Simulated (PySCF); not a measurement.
# NBF3H3 in PySCF: notebook

The runs below take NBF3H3 through G0W0 quasiparticle levels, excitation energies (Tamm-Dancoff), with PBE0.

Program: PySCF 2.14.0. These are calculated values, not measurements. Logs are shortened: lines on timing, memory, paths and dates and some standing lists are left out, and cuts for length are marked.

## (1) Starting point

The cell holds a molecule in a box, 8 atoms: a = 12.000 Å, b = 12.000 Å, c = 13.000 Å, α = 90.00°, β = 90.00°, γ = 90.00°.

## (2) G0W0 quasiparticle levels, PBE0

run.py

```python
import json
import numpy as np
from pyscf.pbc import gto, scf, dft, df

cell = gto.Cell()
cell.a = '''
 12.0000000000    0.0000000000    0.0000000000
  0.0000000000   12.0000000000    0.0000000000
  0.0000000000    0.0000000000   13.0000000000'''
cell.atom = '''
N    5.3907999600    5.7950000400    7.2982999700
B    6.4241000400    5.8860999600    5.9844999500
F    7.4136999600    4.9869999600    6.2745000500
F    5.6412000000    5.5353000000    4.9187000200
F    6.8361999600    7.1907000000    5.9731999600
H    4.6122999600    6.4347000000    7.1746000300
H    5.8863000000    6.0420000000    8.1492999900
H    5.0283000000    4.8513000000    7.3918999700'''
cell.unit = 'A'
cell.basis = 'cc-pvdz'
cell.exp_to_discard = 0
cell.precision = 1e-08
cell.max_memory = 2520  # MB
cell.verbose = 4
cell.build()

res = {}
kpts = cell.make_kpts([1, 1, 1])
mf = dft.KRKS(cell, kpts, xc='pbe0', exxdiv='ewald')
mf = mf.density_fit()
mf.with_df._cderi = 'cderi.h5'  # three-centre integrals saved by an earlier run on this cell, basis and mesh
mf.conv_tol = 1e-08
mf.max_cycle = 60

mf.kernel()
res.update(converged=bool(mf.converged), e_tot=mf.e_tot, nelec=cell.nelectron, nao=cell.nao, mesh=list(map(int, cell.mesh)), a=cell.lattice_vectors().tolist(), coords=cell.atom_coords().tolist(),
           mo_energy=[np.real(x).tolist() for x in mf.mo_energy], mo_occ=[np.real(x).tolist() for x in mf.mo_occ])
import h5py
print('fit functions by k pair:', sorted({v['0'].shape[0] for v in h5py.File(mf.with_df._cderi)['j3c'].values()}))
res.update(kpts=cell.get_scaled_kpts(kpts).tolist())
res['parts'] = {k: float(np.real(v)) for k, v in mf.scf_summary.items() if np.isscalar(v)}
json.dump(res, open('results.json', 'w'))
if not mf.converged:
    raise SystemExit('SCF not converged')

print('levels (eV)')
for i, kp in enumerate(res['kpts'][:40]):
    print('k %7.4f %7.4f %7.4f  ' % tuple(kp), ' '.join('%.3f' % (x * 27.211386) for x in res['mo_energy'][i][:26]))

# Mulliken populations
dm, s = np.asarray(mf.make_rdm1()), np.asarray(mf.get_ovlp())
sites = cell.aoslice_by_atom()[:, 2:]
tot = np.einsum('kij,kji->i', dm, s).real / len(kpts)
res['mulliken'] = [cell.atom_charge(i) - tot[a0:a1].sum() for i, (a0, a1) in enumerate(sites)]
print('Mulliken charges', np.round(res['mulliken'], 5))

from pyscf.pbc.gw.krgw_ac import KRGWAC
gw = KRGWAC(mf, frozen=5)
gw.fc = True
orbs = list(range(18, 24))
gw.kernel(orbs=orbs)
res['orbs'] = orbs
res['qp'] = np.asarray(gw.mo_energy).real.tolist()
res['done'] = True
json.dump(res, open('results.json', 'w'))
```

Potentials or basis: cc-pvdz (all-electron).

The run is started by

```console
$ OMP_NUM_THREADS=2 python -u run.py > log
```

The log of the run:

```text
Discarded 0 diffused primitive functions, 0 contracted functions

PySCF version 2.14.0

[INPUT] verbose = 4
[INPUT] num. atoms = 8
[INPUT] num. electrons = 42
[INPUT] charge = 0
[INPUT] spin (= nelec alpha-beta = 2S) = 0
[INPUT] symmetry False subgroup None
[INPUT] Mole.unit = A
[INPUT] Symbol           X                Y                Z      unit          X                Y                Z       unit  Magmom
[INPUT]  1 N      5.390799960000   5.795000040000   7.298299970000 AA   10.187135516716  10.950962967444  13.791788118221 Bohr   0.0
[INPUT]  2 B      6.424100040000   5.886099960000   5.984499950000 AA   12.139789672407  11.123116866213  11.309065897973 Bohr   0.0
[INPUT]  3 F      7.413699960000   4.986999960000   6.274500050000 AA   14.009862494099   9.424064107617  11.857086663070 Bohr   0.0
[INPUT]  4 F      5.641200000000   5.535300000000   4.918700020000 AA   10.660323013896  10.460201017305   9.294995926693 Bohr   0.0
[INPUT]  5 F      6.836199960000   7.190700000000   5.973199960000 AA   12.918545657163  13.588453643910  11.287712011663 Bohr   0.0
[INPUT]  6 H      4.612299960000   6.434700000000   7.174600030000 AA    8.715983728742  12.159820693739  13.558029109996 Bohr   0.0
[INPUT]  7 H      5.886300000000   6.042000000000   8.149299990000 AA   11.123494887027  11.417725244622  15.399945088021 Bohr   0.0
[INPUT]  8 H      5.028300000000   4.851300000000   7.391899970000 AA    9.502109872151   9.167628348102  13.968666483481 Bohr   0.0

nuclear repulsion = 86.2744055398234
number of shells = 34
number of NR pGTOs = 151
number of NR cGTOs = 85
basis = cc-pvdz
ecp = {}
lattice vectors  a1 [22.676713495, 0.000000000, 0.000000000]
                 a2 [0.000000000, 22.676713495, 0.000000000]
                 a3 [0.000000000, 0.000000000, 24.566439619]
dimension = 3
low_dim_ft_type = None
Cell volume = 12632.9
exp_to_discard = 0
rcut = 24.518313901648384 (nimgs = [2 2 1])
precision = 1e-08
pseudo = None
ke_cutoff = 807245.0759017873
    = [9173 9173 9937] mesh (836138222473 PWs)

******** <class 'pyscf.pbc.dft.krks.KRKS'> ********
method = KRKS
initial guess = minao
damping factor = 0
level_shift factor = 0
DIIS = <class 'pyscf.scf.diis.CDIIS'>
diis_start_cycle = 1
diis_space = 8
diis_damp = 0
SCF conv_tol = 1e-08
SCF conv_tol_grad = None
SCF max_cycles = 60
direct_scf = True
direct_scf_tol = 1e-13

******** PBC SCF flags ********
N kpts = 1
Exchange divergence treatment (exxdiv) = ewald
    madelung (= occupied orbital energy shift) = 0.12155911601066506
    Total energy shift due to Ewald probe charge = -1/2 * Nelec*madelung = -2.55274143622
DF object = <pyscf.pbc.df.df.GDF object>
XC functionals = pbe0
small_rho_cutoff = 0
radial grids:
    Treutler-Ahlrichs [JCP 102, 346 (1995); DOI:10.1063/1.469408] (M4) radial grids

becke partition: Becke, JCP 88, 2547 (1988); DOI:10.1063/1.454033
pruning grids: <function nwchem_prune>
grids dens level: 3
symmetrized grids: False
atomic radii adjust function: <function treutler_atomic_radii_adjust>
Set gradient conv threshold to 0.0001

******** <class 'pyscf.pbc.df.rsdf_builder._RSNucBuilder'> ********
mesh = [43 43 47] (86903 PWs)
ke_cutoff = 16.92809565338868
omega = 0.5174598520920043
exclude_d_aux = False
exclude_dd_block = True
j2c_eig_always = False
has_long_range = True
tot grids = 100157
cell vol = 12632.8822  sum(weights) = 12659.1315
nelec by numeric integration = 42.000006521083634
init E= -381.337977342147
  HOMO = -0.392042094493  LUMO = 0.040407419058  gap/eV = 11.76755
nelec by numeric integration = 42.00000619432522
cycle= 1 E= -380.675642864767  delta_E= 0.662  |g|=  0.8  |ddm|= 2.48
  HOMO = -0.230829275615  LUMO = 0.0145726904624  gap/eV = 6.67773
nelec by numeric integration = 42.00000239837306
cycle= 2 E= -380.621069864032  delta_E= 0.0546  |g|= 1.03  |ddm|= 1.04
  HOMO = -0.343579668858  LUMO = 0.0270317183744  gap/eV = 10.08485
nelec by numeric integration = 42.00000411963606
cycle= 3 E= -380.784031165235  delta_E= -0.163  |g|= 0.0458  |ddm|= 0.548
  HOMO = -0.348142597618  LUMO = 0.0290947874038  gap/eV = 10.26515
nelec by numeric integration = 42.00000395113651
cycle= 4 E= -380.784346120156  delta_E= -0.000315  |g|= 0.024  |ddm|= 0.0441
  HOMO = -0.34817159056  LUMO = 0.0315737672014  gap/eV = 10.33340
nelec by numeric integration = 42.00000403227936
cycle= 5 E= -380.784461698133  delta_E= -0.000116  |g|= 0.00446  |ddm|= 0.0168
  HOMO = -0.347844914666  LUMO = 0.0312434093118  gap/eV = 10.31552
nelec by numeric integration = 42.00000401360171
cycle= 6 E= -380.784465929548  delta_E= -4.23e-06  |g|= 0.000691  |ddm|= 0.0032
  HOMO = -0.347934399972  LUMO = 0.0312244795459  gap/eV = 10.31744
nelec by numeric integration = 42.00000401414843
cycle= 7 E= -380.784466012154  delta_E= -8.26e-08  |g|= 9.6e-05  |ddm|= 0.00063
  HOMO = -0.347920571354  LUMO = 0.0312144107892  gap/eV = 10.31679
nelec by numeric integration = 42.000004013726475
cycle= 8 E= -380.784466013987  delta_E= -1.83e-09  |g|= 1.29e-05  |ddm|= 8.75e-05
  HOMO = -0.347921304062  LUMO = 0.0312139514488  gap/eV = 10.31680
nelec by numeric integration = 42.000004013675216
Extra cycle  E= -380.784466013987  delta_E= 1.71e-13  |g|= 1.39e-05  |ddm|= 1.78e-05
converged SCF energy = -380.784466013987
fit functions by k pair: [419]
levels (eV)
k  0.0000  0.0000  0.0000   -672.668 -672.665 -672.661 -393.933 -186.934 -32.825 -31.652 -31.648 -26.723 -15.657 -15.657 -15.333 -13.608 -13.140 -13.137 -10.706 -10.704 -10.084 -10.081 -9.786 -9.467 0.849 2.769 2.773 6.162 6.630
Mulliken charges [ 0.02507  0.17008 -0.20817 -0.20791 -0.208    0.14314  0.14278  0.14302]

******** <class 'pyscf.pbc.gw.krgw_ac.KRGWAC'> ********
method = KRGWAC
GW nocc = 16, nvir = 64, nkpts = 1
frozen orbitals = 5
orbital list = [18, 19, 20, 21, 22, 23]
off-diagonal self-energy = False
GW density matrix = False
density-fitting for exchange = False
outcore for self-energy= False
finite size corrections = True
grids for finite size corrections = False
broadening parameter = 5.000e-03
number of grids = 100
analytic continuation method = pade
imaginary frequency cutoff = 5.0
Pade points = 18
Pade step ratio = 0.667
use perturbative linearized QP eqn = False
QPE max iter = 100
QPE tolerance = 1.0e-06

WARN: GW QP energies may not be sorted from min to max
```

Run time: 38 s. Hardware: 2 threads of Intel Xeon at 2.70GHz, shared host; peak memory 1.9 GiB.

Results:

```yaml
Free_energy: -10361.6732 eV
Gap_between_the_frontier_levels_mean-field_level: 10.32 eV
Mulliken_charges: N +0.03; B +0.17; F -0.21; H +0.14 e
Quasiparticle_gap: 15.16 eV
```

Caveat: the basis is small and the box finite, so much correlation energy is missing and levels can be off by tenths of an eV; Mulliken charges move with the basis; this is a molecule in a periodic box at the Γ point, so its band gap is the HOMO-LUMO gap; total energy, band gap and charges are those of the mean-field reference; the basis of atomic orbitals isn't converged, which shifts pressures, moduli and gaps.

## (3) Excitation energies (Tamm-Dancoff), PBE0

run.py, as its differences from that of step 2:

```diff
@@ -56,9 +56,9 @@
 
-from pyscf.pbc.gw.krgw_ac import KRGWAC
-gw = KRGWAC(mf, frozen=5)
-gw.fc = True
-orbs = list(range(18, 24))
-gw.kernel(orbs=orbs)
-res['orbs'] = orbs
-res['qp'] = np.asarray(gw.mo_energy).real.tolist()
+from pyscf.pbc import tdscf
+td = tdscf.KTDA(mf)
+td.nstates = 5
+td.kshift_lst = [0]
+td.conv_tol = 1e-5
+td.kernel()
+res.update(excitations=np.real(td.e[0]).tolist(), post_converged=bool(np.all(td.converged)))
 res['done'] = True
```

Potentials or basis: cc-pvdz (all-electron).

The run is started by

```console
$ OMP_NUM_THREADS=2 python -u run.py > log
```

The log of the run:

```text
Discarded 0 diffused primitive functions, 0 contracted functions

PySCF version 2.14.0

[INPUT] verbose = 4
[INPUT] num. atoms = 8
[INPUT] num. electrons = 42
[INPUT] charge = 0
[INPUT] spin (= nelec alpha-beta = 2S) = 0
[INPUT] symmetry False subgroup None
[INPUT] Mole.unit = A
[INPUT] Symbol           X                Y                Z      unit          X                Y                Z       unit  Magmom
[INPUT]  1 N      5.390799960000   5.795000040000   7.298299970000 AA   10.187135516716  10.950962967444  13.791788118221 Bohr   0.0
[INPUT]  2 B      6.424100040000   5.886099960000   5.984499950000 AA   12.139789672407  11.123116866213  11.309065897973 Bohr   0.0
[INPUT]  3 F      7.413699960000   4.986999960000   6.274500050000 AA   14.009862494099   9.424064107617  11.857086663070 Bohr   0.0
[INPUT]  4 F      5.641200000000   5.535300000000   4.918700020000 AA   10.660323013896  10.460201017305   9.294995926693 Bohr   0.0
[INPUT]  5 F      6.836199960000   7.190700000000   5.973199960000 AA   12.918545657163  13.588453643910  11.287712011663 Bohr   0.0
[INPUT]  6 H      4.612299960000   6.434700000000   7.174600030000 AA    8.715983728742  12.159820693739  13.558029109996 Bohr   0.0
[INPUT]  7 H      5.886300000000   6.042000000000   8.149299990000 AA   11.123494887027  11.417725244622  15.399945088021 Bohr   0.0
[INPUT]  8 H      5.028300000000   4.851300000000   7.391899970000 AA    9.502109872151   9.167628348102  13.968666483481 Bohr   0.0

nuclear repulsion = 86.2744055398234
number of shells = 34
number of NR pGTOs = 151
number of NR cGTOs = 85
basis = cc-pvdz
ecp = {}
lattice vectors  a1 [22.676713495, 0.000000000, 0.000000000]
                 a2 [0.000000000, 22.676713495, 0.000000000]
                 a3 [0.000000000, 0.000000000, 24.566439619]
dimension = 3
low_dim_ft_type = None
Cell volume = 12632.9
exp_to_discard = 0
[... 55 lines left out ...]
nelec by numeric integration = 42.00000239837307
cycle= 2 E= -380.621069864033  delta_E= 0.0546  |g|= 1.03  |ddm|= 1.04
  HOMO = -0.343579668858  LUMO = 0.0270317183744  gap/eV = 10.08485
nelec by numeric integration = 42.00000411963606
cycle= 3 E= -380.784031165235  delta_E= -0.163  |g|= 0.0458  |ddm|= 0.548
  HOMO = -0.348142597618  LUMO = 0.0290947874038  gap/eV = 10.26515
nelec by numeric integration = 42.00000395113652
cycle= 4 E= -380.784346120156  delta_E= -0.000315  |g|= 0.024  |ddm|= 0.0441
  HOMO = -0.34817159056  LUMO = 0.0315737672015  gap/eV = 10.33340
nelec by numeric integration = 42.00000403227935
cycle= 5 E= -380.784461698133  delta_E= -0.000116  |g|= 0.00446  |ddm|= 0.0168
  HOMO = -0.347844914666  LUMO = 0.0312434093118  gap/eV = 10.31552
nelec by numeric integration = 42.00000401360171
cycle= 6 E= -380.784465929548  delta_E= -4.23e-06  |g|= 0.000691  |ddm|= 0.0032
  HOMO = -0.347934399972  LUMO = 0.0312244795459  gap/eV = 10.31744
nelec by numeric integration = 42.00000401414843
cycle= 7 E= -380.784466012154  delta_E= -8.26e-08  |g|= 9.6e-05  |ddm|= 0.00063
  HOMO = -0.347920571354  LUMO = 0.0312144107892  gap/eV = 10.31679
nelec by numeric integration = 42.00000401372647
cycle= 8 E= -380.784466013987  delta_E= -1.83e-09  |g|= 1.29e-05  |ddm|= 8.75e-05
  HOMO = -0.347921304062  LUMO = 0.0312139514488  gap/eV = 10.31680
nelec by numeric integration = 42.00000401367522
Extra cycle  E= -380.784466013986  delta_E= 5.12e-13  |g|= 1.39e-05  |ddm|= 1.78e-05
converged SCF energy = -380.784466013986
fit functions by k pair: [419]
levels (eV)
k  0.0000  0.0000  0.0000   -672.668 -672.665 -672.661 -393.933 -186.934 -32.825 -31.652 -31.648 -26.723 -15.657 -15.657 -15.333 -13.608 -13.140 -13.137 -10.706 -10.704 -10.084 -10.081 -9.786 -9.467 0.849 2.769 2.773 6.162 6.630
Mulliken charges [ 0.02507  0.17008 -0.20817 -0.20791 -0.208    0.14314  0.14278  0.14302]

******** <class 'pyscf.pbc.tdscf.krks.TDA'> for <class 'pyscf.pbc.dft.krks.KRKS'> ********
nstates = 5 singlet
deg_eia_thresh = 1.000e-03
kshift_lst = [0]
wfnsym = None
conv_tol = 1e-05
eigh lindep = 1e-12
eigh level_shift = 0
eigh max_cycle = 100

nelec by numeric integration = 42.00000401367522

******** <class 'pyscf.pbc.df.rsdf_builder._RSNucBuilder'> ********
mesh = [43 43 47] (86903 PWs)
ke_cutoff = 16.92809565338868
omega = 0.5174598520920043
exclude_d_aux = False
exclude_dd_block = True
j2c_eig_always = False
has_long_range = True
kshift = 0  Excited State energies (eV)
[ 9.08844322  9.22803997  9.69178637  9.69248844 10.33696072]
```

Run time: 81 s. Hardware: 2 threads of Intel Xeon at 2.70GHz, shared host; peak memory 1.9 GiB.

Results:

```
Free energy                     : -10361.6732 eV
Gap between the frontier levels : 10.32 eV
Mulliken charges                : N +0.03; B +0.17; F -0.21; H +0.14 e
```

Lowest excitation energies (eV): 9.09, 9.23, 9.69, 9.69, 10.34

Caveat: the basis is small and the box finite, so much correlation energy is missing and levels can be off by tenths of an eV; Mulliken charges move with the basis; the iterative solver can pass over a root and still report convergence; this is a molecule in a periodic box at the Γ point, so its band gap is the HOMO-LUMO gap; total energy, band gap and charges are those of the mean-field reference; the basis of atomic orbitals isn't converged, which shifts pressures, moduli and gaps.
